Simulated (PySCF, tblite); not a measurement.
# C₃H₈N₂SSi: geometry, infrared bands and NMR shifts

Wanted: the infrared bands and NMR shifts of C₃H₈N₂SSi (`C#CCS[SiH](N)N`), by calculation.

Programs: tblite 0.8.0 and PySCF 2.14.0, with density-fitted response routines of our own. Each step states its level of theory. These are calculated values for one molecule in the gas phase, unless marked as measured. Atoms count from 0, in the outputs and in this text.

## Step 1: The starting structure

15 atoms, charge 0, multiplicity 1; geometry from: force field or distance geometry start.

Bonds of the start (Å): C0–C1 1.19, C1–C2 1.46, C2–S3 1.83, S3–Si4 2.17, Si4–N5 1.76, Si4–N6 1.77, C0–H7 1.07, C2–H8 1.12, C2–H9 1.09, Si4–H10 1.45, N5–H11 1.02, N5–H12 1.01, N6–H13 1.05, N6–H14 1.06.

## Step 2: Optimising the geometry with GFN2-xTB

Job settings and geometry (Å):

```
{"job": {"kind": "relax", "xc": "GFN2-xTB", "basis": "xTB"}, "charge": 0, "multiplicity": 1}
C      3.163300     0.781100     0.105100
C      2.481800    -0.154000    -0.159100
C      1.651400    -1.316500    -0.473000
S      0.105100    -0.771000    -1.285300
Si    -1.134800     0.339800     0.104400
N     -2.067500     1.442000    -0.907300
N     -2.140600    -0.836100     0.963700
H      3.771600     1.631000     0.348300
H      2.217400    -1.890300    -1.246600
H      1.412300    -1.968800     0.370200
H     -0.203600     0.984200     1.017700
H     -2.137000     2.416200    -0.603000
H     -2.845100     1.054000    -1.426700
H     -1.511600    -1.433600     1.560200
H     -2.766900    -0.270000     1.609600
```

Started as:

```sh
$ OMP_NUM_THREADS=1 python probes_run.py task.json out
```

The driver reads the jobs from task.json and runs them one after another.

**Question.** This job is followed by: GFN2-xTB harmonic vibrations, gas phase; GIAO PBE0/pcSseg-1 NMR shielding, non-relativistic, gas phase. What will the session give for the following? strongest single infrared mode (GFN2-xTB); zero-point energy (GFN2-xTB); ¹³C shifts against TMS (PBE0/pcSseg-1); ¹H shifts against TMS (PBE0/pcSseg-1, means over atoms taken as alike); ³³S shifts against CS2 (PBE0/pcSseg-1); ²⁹Si shifts against TMS (PBE0/pcSseg-1); ¹⁵N shifts against NH3 (PBE0/pcSseg-1, means over atoms taken as alike); surface potential, 1st and 99th percentile.

As calculated:

| quantity | value |
| --- | --- |
| strongest single infrared mode (GFN2-xTB) | 453 cm⁻¹, 298 km/mol |
| zero-point energy (GFN2-xTB) | 66.7 kcal/mol |
| ¹³C shifts against TMS (PBE0/pcSseg-1) | 86.1, 79.8, 18.7 ppm |
| ¹H shifts against TMS (PBE0/pcSseg-1, means over atoms taken as alike) | 5.88, 3.20, 1.76, 0.78 ppm |
| ³³S shifts against CS2 (PBE0/pcSseg-1) | -78 ppm |
| ²⁹Si shifts against TMS (PBE0/pcSseg-1) | -17.0 ppm |
| ¹⁵N shifts against NH3 (PBE0/pcSseg-1, means over atoms taken as alike) | 31.2 ppm |
| surface potential, 1st and 99th percentile | -1.41 V and 1.71 V |

What this shows: Relaxing lowered the energy by 0.510 eV in 111 steps; the close pair that moved most is N6–H14, from 1.063 to 1.006 Å. All 39 modes are real, so the xTB geometry is a minimum. The strongest single mode, at 453 cm⁻¹, is carried by H11, H12, H14, H13. Unscaled tight-binding wavenumbers are off by several per cent, some by more. Its intensities can rank the bands wrongly. At PBE0/pcSseg-1: The widest tensor belongs to S3: span 332 ppm, with a paramagnetic part of -479 ppm.
